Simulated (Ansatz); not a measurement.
**BHLYP/aug-cc-pVDZ run of GeH3Br (SMILES [GeH3][Br])**

What is the electronic atomisation energy of GeH3Br at BHLYP/aug-cc-pVDZ? 

Program for the calculation: Ansatz 0.2.0.

50 further runs of the same task are left out: 8 that didn't finish, 42 set aside as unsound or not needed.

### Step 1. Starting point

GeH3Br: 5 atoms, total charge 0, spin state singlet. SMILES: `[GeH3][Br]`. Geometry: relaxed at PBE0-D4/def2-TZVP.

Bond lengths: Ge1–Br2 2.309 Å, Ge1–H3 1.532 Å, Ge1–H4 1.532 Å, Ge1–H5 1.532 Å. Angles: Br2–Ge1–H3 107.2°, Br2–Ge1–H4 107.2°, Br2–Ge1–H5 107.2°, H3–Ge1–H4 111.7°, H3–Ge1–H5 111.7°, H4–Ge1–H5 111.7°.

### Step 2. The energy at BHLYP/aug-cc-pVDZ

in.yaml reads:

```yaml
basis:
  gaussian:
    orbitals: aug-cc-pVDZ
crystal:
  periodic: [false, false, false]
  atoms:
    - symbol: Ge
      position_ang: [0.139040, 0.013690, -0.129150]
    - symbol: Br
      position_ang: [-1.548450, -0.152490, 1.438270]
    - symbol: H
      position_ang: [0.128210, 1.452190, -0.655100]
    - symbol: H
      position_ang: [-0.172230, -0.995930, -1.238090]
    - symbol: H
      position_ang: [1.453450, -0.317450, 0.584070]
hamiltonian:
  xc: {name: BHLYP}
accuracy: high
output:
  orbitals: {seedname: orbitals}
```

Command:

```bash
$ ansatz run in.yaml --threads 1 --pin off --max-ram 3480MiB --events-out events.jsonl --progress --plain --runs-dir runs
```

What it wrote:

```text
Warning: RAYON_NUM_THREADS=1 ignored (pool sized by the plan → 1); use --threads N
Functional definition: BHLYP
  name "BHLYP"
  parameter a = 0.5
  exchange = (1 - a)*b88_x + a*exact_x
  correlation = lyp_c
1965 factors; integrals over basis functions are off by at most 4.5e-9 eV
mean field evaluation 1: about -126611.7276 eV, gradient 7.8e0 eV
mean field evaluation 2: about -126611.8714 eV, gradient 4.2e0 eV
mean field evaluation 4: about -126611.9121 eV, gradient 9.9e-1 eV
mean field evaluation 8: about -126611.9743 eV, gradient 1.2e-2 eV
mean field evaluation 16: about -126611.9743 eV, gradient 5.4e-7 eV
mean field -126611.97428909 eV, -4652.9042344454 hartree, gradient 4.1e-8 eV, S^2 0.000000; 0 other end points of the search recorded, 0 dependent functions left out
reference -126611.97431743 eV, -4652.9042354871 hartree; 35, 35 occupied and 64, 64 virtual orbitals, 1965 factors
Total energy: -126611.97431743 eV, -4652.9042354871 hartree
```

It took 14 s on 1 thread of Arm Neoverse V1, shared host; peak memory 0.37 GiB.

### Step 3. The Br atom, same level

run.yaml reads:

```yaml
crystal:
  periodic: [false, false, false]
  atoms:
    - {symbol: Br, position_ang: [0.000000, 0.000000, 0.000000]}
basis:
  gaussian:
    orbitals: aug-cc-pVDZ
magnetization:
  spin_polarized: true
  initial_magnetization: 1
hamiltonian:
  xc: {name: BHLYP}
accuracy: high
```

Command:

```bash
$ ansatz run run.yaml --threads 1 --pin off --max-ram 3480MiB --events-out events.jsonl --progress --plain --runs-dir runs
```

What it wrote:

```text
Warning: RAYON_NUM_THREADS=1 ignored (pool sized by the plan → 1); use --threads N
[... 5 set-up lines as earlier in the session ...]
351 factors; integrals over basis functions are off by at most 4.5e-9 eV
mean field evaluation 1: about -70044.3160 eV, gradient 2.5e0 eV
mean field evaluation 2: about -70044.3622 eV, gradient 5.1e-1 eV
mean field evaluation 4: about -70044.3646 eV, gradient 5.3e-1 eV
mean field evaluation 8: about -70044.3674 eV, gradient 4.3e-3 eV
mean field evaluation 16: about -70044.3674 eV, gradient 3.2e-8 eV
mean field -70044.36737415 eV, -2574.0830232227 hartree, gradient 3.4e-8 eV, S^2 0.752675; 0 other end points of the search recorded, 0 dependent functions left out
reference -70044.36739052 eV, -2574.0830238241 hartree; 18, 17 occupied and 18, 19 virtual orbitals, 351 factors
Total energy: -70044.36739052 eV, -2574.0830238241 hartree
```

Wall time 1.9 s (1 thread of Arm Neoverse V1, shared host); peak memory 0.1 GiB.

### Step 4. The Ge atom

input.yaml reads:

```yaml
crystal:
  periodic: [false, false, false]
  atoms:
    - symbol: Ge
      position_ang: [0.000000, 0.000000, 0.000000]
basis:
  gaussian:
    orbitals: aug-cc-pVDZ
magnetization:
  spin_polarized: true
  initial_magnetization: 2
hamiltonian:
  xc: {name: BHLYP}
accuracy: high
```

Run the same way, it converges to -2076.87749 Eh (log not shown).

### Step 5. The H atom at the same level

job.yaml reads:

```yaml
crystal:
  periodic: [false, false, false]
  atoms:
    - {symbol: H, position_ang: [0.000000, 0.000000, 0.000000]}
basis:
  gaussian: {orbitals: aug-cc-pVDZ}
magnetization: {spin_polarized: true, initial_magnetization: 1}
hamiltonian: {xc: {name: BHLYP}}
accuracy: high
```

Run the same way, it converges to -0.49808 Eh (log not shown).

### Step 6. Outcome

Level: BHLYP/aug-cc-pVDZ.

| quantity | value |
| --- | --- |
| molecule: total energy | -4652.90424 Eh |
| molecule: HOMO energy | -9.38 eV |
| molecule: LUMO energy | -0.29 eV |
| molecule: HOMO–LUMO gap | 9.09 eV |
| Br atom: total energy | -2574.08302 Eh |
| Br atom: ⟨S²⟩ | 0.753 |
| Ge atom: total energy | -2076.87749 Eh |
| Ge atom: ⟨S²⟩ | 2.004 |
| H atom: total energy | -0.49808 Eh |
| H atom: ⟨S²⟩ | 0.750 |
| electronic atomisation energy | 12.231 eV |

Taking the molecule apart into free atoms costs 12.23 eV (282 kcal/mol), before zero-point energy and without spin-orbit coupling.
